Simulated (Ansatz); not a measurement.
BClH2O, SMILES OBCl: the interaction energy of a dimer with the counterpoise correction, run with the Ansatz DFT code, driven from Python.

`bclh2o_dimer.py`
```python
"""Binding of a BClH2O dimer at a trial geometry."""

from dataclasses import dataclass

import ansatz as az


@dataclass(frozen=True)
class RunConfig:
    basis: str = "def2-SVP"
    xc: str = "pbe"


settings = RunConfig()

FIRST = [
    ("O", (-0.8413, -0.5949, -0.4833)),
    ("B", (0.3674, -0.0631, 0.0531)),
    ("Cl", (1.0158, 1.5644, -0.5113)),
    ("H", (-1.5084, -0.1896, 0.1168)),
    ("H", (0.9664, -0.717, 0.8248)),
]
SECOND = [
    ("O", (-2.7626, 1.8058, 0.4007)),
    ("B", (-3.1556, 2.0462, 1.7495)),
    ("Cl", (-2.2867, 1.2231, 3.1477)),
    ("H", (-2.0602, 2.4859, 0.2848)),
    ("H", (-4.0841, 2.7414, 1.9409)),
]

def energy(atoms, ghosts=()):
    molecule = az.Crystal.molecule()
    for symbol, xyz in atoms:
        molecule = molecule.atom(symbol, xyz)
    calc = (
        molecule.calculation()
        .basis(gaussian=settings.basis)
        .functional(settings.xc)
    )
    deck = calc.input()
    if ghosts:
        deck = deck.set(az.key.basis.gaussian.ghost_atoms, [{"symbol": s, "position_ang": list(xyz)} for s, xyz in ghosts])
    return az.Session.from_dict(deck).plan().execute().report["free_energy_ev"]

# ghost atoms carry the functions of the partner
both = energy(FIRST + SECOND)
alone = energy(FIRST) + energy(SECOND)
ghosted = energy(FIRST, SECOND) + energy(SECOND, FIRST)
print(f"dimer {both:.6f} eV")
print(f"interaction, uncorrected   {96.485332 * (both - alone):8.3f} kJ/mol")
print(f"interaction, counterpoise  {96.485332 * (both - ghosted):8.3f} kJ/mol")
print(f"basis-set superposition    {96.485332 * (alone - ghosted):8.3f} kJ/mol")
```

How large is the interaction at this pose, and how much of it is basis-set superposition?

Uncorrected it is -26.669 kJ/mol, with the counterpoise correction -17.867 kJ/mol; the difference, 8.80 kJ/mol, is the superposition error.

The run itself:

Running `python bclh2o_dimer.py` prints:
```text
dimer -30531.634585 eV
interaction, uncorrected    -26.669 kJ/mol
interaction, counterpoise   -17.867 kJ/mol
basis-set superposition       8.802 kJ/mol
```

Total energies depend on the basis set; only differences at equal settings carry meaning. The dimer is a generated trial pose of unrelaxed monomers, not a minimum, so the figure is no binding energy, and the basis set is small. This level lacks the dispersion part of the attraction (electrostatics and induction are there), which can decide the sign where the interaction is weak. Timing: 9.4 s on 1 thread of Arm Neoverse V1, on a shared host, peak memory 0.2 GiB.

(Lines on the test bed's own set-up are left out of the output.)
